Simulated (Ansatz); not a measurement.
# Rb2CuSbF6: the cost of one run

Computed with Ansatz 0.2.0 through its Python package. Level of theory: DFT PBE, plane waves, PAW.

## Step 1: Starting point

The structure is cubic, space group Fm-3m (No. 225). The conventional cell has a = 8.948 Å, b = 8.948 Å, c = 8.948 Å, α = 90.00°, β = 90.00°, γ = 90.00°. Rb (site symmetry -43m) has 12 F at 3.16 Å as nearest neighbours. Around Cu (site symmetry m-3m) lie 6 F at 2.25 Å. Sb (site symmetry m-3m) has 6 F at 2.22 Å as nearest neighbours. F (site symmetry 4mm) has 1 Sb at 2.22 Å and 1 Cu at 2.25 Å and 4 Rb at 3.16 Å as nearest neighbours.

rb2cusbf6.vasp, read by the script:

```text
Rb2CuSbF6
1.0
   0.00000000    4.47376774    4.47376774
   4.47376774    0.00000000    4.47376774
   4.47376774    4.47376774    0.00000000
Rb Cu Sb F
2 1 1 6
Direct
   0.75000000    0.75000000    0.75000000
   0.25000000    0.25000000    0.25000000
   0.50000000    0.50000000    0.50000000
   0.00000000    0.00000000    0.00000000
   0.75152202    0.24847798    0.24847798
   0.24847798    0.24847798    0.75152202
   0.24847798    0.75152202    0.75152202
   0.24847798    0.75152202    0.24847798
   0.75152202    0.24847798    0.75152202
   0.75152202    0.75152202    0.24847798
```

## Step 2: The code

File rb2cusbf6_vcrelax.py:

```python
"""Cell relaxation of Rb2CuSbF6."""

import warnings

import ansatz as az
from ase import Atoms
from ase.io import read
from ase.neighborlist import neighbor_list
import numpy as np

def edges_and_angles(cell):
    cell = np.asarray(cell)
    a, b, c = np.linalg.norm(cell, axis=1)
    cosines = cell[1] @ cell[2] / (b * c), cell[0] @ cell[2] / (a * c), cell[0] @ cell[1] / (a * b)
    return (a, b, c, *np.degrees(np.arccos(cosines)))


def main() -> None:
    warnings.simplefilter("ignore", az.DeckWarning)

    atoms = read("rb2cusbf6.vasp", format="vasp")
    structure = az.Crystal.from_ase(atoms)

    # only the volume may change
    calc = (
        structure.calculation()
        .functional(az.Functional.PBE)
        .pseudopotentials("paw")
        .basis(12 * az.Ha)
        .accuracy("low")
        .kpoints(2, center="monkhorst-pack")
        .occupations("Fixed")
        .relax(max_displacement=0.1, fix_cell=["shape"])
        .band_table()
    )
    steps = []


    def collect(event):
        if event["event"] == "relax_step":
            steps.append(event["data"])


    result = calc.session().plan().execute(on_event=collect)
    r = result.report
    for s in steps:
        flag = "" if s["accepted"] else "  (rejected)"
        print("step %2d  E = %.5f eV  Fmax = %.4f eV/A%s" % (s["step"], s["lagrangian_ev"], s["allowed_force_max_ev_ang"], flag))

    first, last = steps[0], steps[-1]
    symbols = [site.symbol for site in result.lattice.sites]
    print(f"energy gained {first['lagrangian_ev'] - last['lagrangian_ev']:.4f} eV in {len(steps) - 1} steps")
    for label, vectors in (("before", first["cell_ang"]), ("after", result.lattice.cell_ang)):
        print(label, "a b c (A) {:.4f} {:.4f} {:.4f}  angles {:.2f} {:.2f} {:.2f}".format(*edges_and_angles(vectors)), f" V = {abs(np.linalg.det(vectors)):.3f} A^3")
    print("final stress (GPa):", np.round(np.diag(r["stress_gpa"]), 3) + 0.0)

    print("relaxed fractional positions")
    for site in result.lattice.sites:
        print(f"  {site.symbol:2s}", " ".join(f"{v % 1:8.5f}" for v in np.round(site.position_frac, 5)))

    print("atom   start x y z (A)              end x y z (A)")
    for symbol, a, b in zip(symbols, first["positions_ang"], last["positions_ang"]):
        print(f"{symbol:3s}", " ".join(f"{v:8.4f}" for v in a), "  ", " ".join(f"{v:8.4f}" for v in b))

    final = Atoms(symbols, positions=last["positions_ang"], cell=result.lattice.cell_ang, pbc=True)
    i, j, d = neighbor_list("ijd", final, 4.0)
    for atom in range(len(final)):
        near = np.argsort(np.where(i == atom, d, np.inf))[:6]
        print(f"{symbols[atom]}{atom}:", ", ".join(f"{symbols[j[m]]} {d[m]:.3f}" for m in near if i[m] == atom))

    n_atoms = len(r["lattice"]["sites"])
    print("F =", round(r["free_energy_ev"], 4), "eV for", n_atoms, "atoms")
    print("E(sigma -> 0) =", round(r["energy_sigma0_ev"], 4), "eV, TS =", round(r["entropy_ts_ev"], 5), "eV")
    print("closed by", r["closed_by"], "after", r["n_iterations"], "iterations")

    gap = None if "band_edges_ev" not in r else r["band_edges_ev"][1] - r["band_edges_ev"][0]
    print("gap on the k mesh:", "withheld (metal, or smearing too wide to tell)" if gap is None else f"{gap:.3f} eV")
    print("lowest empty less highest filled band, by band count:", round(r["gap_by_band_count_ev"], 3), "eV")

    print("band  energy (eV)  occupation, at k =", r["kpoints_frac"][0])
    for band, (e, occ) in enumerate(zip(r["eigenvalues_ev"][0], r["occupations"][0]), start=1):
        print(f"{band:4d} {e:12.4f} {occ:9.4f}")


if __name__ == "__main__":
    main()
```

## Step 3: The input behind the calls

The engine receives this input:

```yaml
crystal:
  lattice:
    - [0.0, 4.47376774, 4.47376774]
    - [4.47376774, 0.0, 4.47376774]
    - [4.47376774, 4.47376774, 0.0]
  atoms:
    - { symbol: Rb, position: [0.75, 0.75, 0.75] }
    - { symbol: Rb, position: [0.25, 0.25, 0.25] }
    - { symbol: Cu, position: [0.5, 0.5, 0.5] }
    - { symbol: Sb, position: [0.0, 0.0, 0.0] }
    - { symbol: F, position: [0.75152202, 0.24847798, 0.24847798] }
    - { symbol: F, position: [0.24847798, 0.24847798, 0.75152202] }
    - { symbol: F, position: [0.24847798000000001, 0.75152202, 0.75152202] }
    - { symbol: F, position: [0.24847798, 0.75152202, 0.24847798] }
    - { symbol: F, position: [0.75152202, 0.24847798000000001, 0.75152202] }
    - { symbol: F, position: [0.75152202, 0.75152202, 0.24847798000000001] }
accuracy: low
basis:
  ecutwfc: 326.536634951856
kpoints:
  mp_grid:
    grid: [2, 2, 2]
    shift: [0.5, 0.5, 0.5]
hamiltonian:
  xc: pbe
  pseudopotentials:
    kind: paw
scf:
  occupations:
    method: fixed
relax:
  max_displacement: 0.1
  cell:
    fix: [shape]
output:
  eigenvalues: true
```

## Step 4: Launch

Command:

```console
$ python rb2cusbf6_vcrelax.py
```

**Question.** How long does this script take on 1 thread of Intel Xeon 6975P-C (Granite Rapids), shared host, and how much memory does it need?

About 6.3 s, with a peak of 0.53 GiB.
